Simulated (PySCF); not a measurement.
# CH5Ga: the cost of one run

Method: levels as typed in each script, gas phase, geometry from GFN2-xTB; program: PySCF 2.14.0.

### 1 The starting structure

7 atoms, charge 0, spin multiplicity 1.

Bond lengths: C1–Ga2 2.018 Å, C1–H3 1.095 Å, C1–H4 1.095 Å, C1–H5 1.094 Å, Ga2–H6 1.580 Å, Ga2–H7 1.580 Å. Angles: Ga2–C1–H3 111.1°, Ga2–C1–H4 111.0°, Ga2–C1–H5 111.3°, H3–C1–H4 108.2°, H3–C1–H5 107.3°, H4–C1–H5 107.8°, C1–Ga2–H6 123.7°, C1–Ga2–H7 124.0°, H6–Ga2–H7 112.2°.

As a file:

```xyz
7

C     1.5997    0.0011    0.0003
Ga   -0.4187    0.0000    0.0003
H     1.9934   -0.6931    0.7493
H     1.9908    0.9999    0.2195
H     1.9965   -0.3086   -0.9713
H    -1.2949   -1.3149   -0.0038
H    -1.3038    1.3086   -0.0037
```

### 2 Density, bond paths and surface potential (PBE/def2-tzvp)

File input.py:

```python
import numpy as np
from pyscf import gto, scf, dft
from pyscf.scf import atom_ks, atom_hf
from scipy.linalg import block_diag

def solve(mol, dm0=None, hcore=None):
    mf = (dft.UKS if mol.spin else dft.RKS)(mol, xc='pbe')
    mf.grids.level = 3
    mf = mf.density_fit(auxbasis='def2-universal-jkfit')
    mf.conv_tol, mf.max_cycle = 1e-8, 80
    if hcore is not None:
        mf.get_hcore = lambda *args: hcore
    mf.kernel(dm0)
    if not mf.converged:
        mf = mf.newton().run(mf.mo_coeff, mf.mo_occ, max_cycle=30)
    assert mf.converged, 'SCF not converged'
    return mf

mol = gto.M(atom='''
C      1.59968     0.00115     0.00026
Ga    -0.41871     0.00004     0.00027
H      1.99338    -0.69305     0.74929
H      1.99083     0.99986     0.21947
H      1.99654    -0.30859    -0.97131
H     -1.29494    -1.31491    -0.00379
H     -1.30385     1.30860    -0.00373
''', basis='def2-tzvp', charge=0, spin=0, verbose=4)
mf = solve(mol)
mf.analyze()
# spherically averaged free atoms, for the promolecule
atm = atom_ks.get_atm_nrks(mol, xc='pbe')
pro = block_diag(*[(atm[a[0]][2] * atm[a[0]][3]) @ atm[a[0]][2].T for a in mol._atom])
np.savez('result.npz', e=mf.e_tot, c=mf.mo_coeff, occ=mf.mo_occ, eps=mf.mo_energy, pro=pro, dip=mf.dip_moment(verbose=0), s2=mf.spin_square()[0])
```

On the command line:

```console
> OMP_NUM_THREADS=1 python input.py
```

Q: Estimate wall time and peak memory on 1 thread of Arm Neoverse V1, shared host.

About 11 s, with a peak of 0.4 GiB.
